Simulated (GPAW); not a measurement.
Runs of GPAW 26.7.0 on Mg3GaO4. Symmetry: Pm-3m, No. 221, cubic system. Conventional cell: a = 4.363 Å, b = 4.363 Å, c = 4.363 Å, α = 90.00°, β = 90.00°, γ = 90.00°. Ga (site symmetry m-3m) has 6 O at 2.18 Å as nearest neighbours. Around Mg (site symmetry 4/mmm) lie 6 O at 2.18 Å. O (site symmetry 4/mmm) has 2 Ga at 2.18 Å and 4 Mg at 2.18 Å as nearest neighbours. Around O (site symmetry m-3m) lie 6 Mg at 2.18 Å. The cell comes from a database or a generator and needn't be the stable form of this composition.

```tsv
task	level	potentials or basis	k mesh	band path	band points	pressure (GPa)
band structure	LDA	the program's PAW data sets (release 1.2.1) made for this functional, pw	5 × 5 × 5	GXMGRX,MR	60	-9.5
band structure	PBEsol	PAW data sets generated in the run's folder for this functional, pw	5 × 5 × 5	GXMGRX,MR	60	(a)
single point	PBEsol	PAW data sets generated in the run's folder for this functional, pw	6 × 6 × 6	-	-	-4.2
band structure	r2SCAN	GPAW PAW data sets (gpaw-data 1.2.1), pw	5 × 5 × 5	GXMGRX,MR	60	-5.0
```

Alike in all rows: no spin polarisation; cell as given; cutoff (eV) 800; smearing fermi-dirac 0.05 eV.

Q: Estimate the missing entries.

A: (a) -4.1.

Caveats: an odd number of electrons without spin polarisation forces a metal; a magnetic or distorted state may lie lower; the PAW data sets were made with another functional, which shifts forces and pressure a little (some runs).
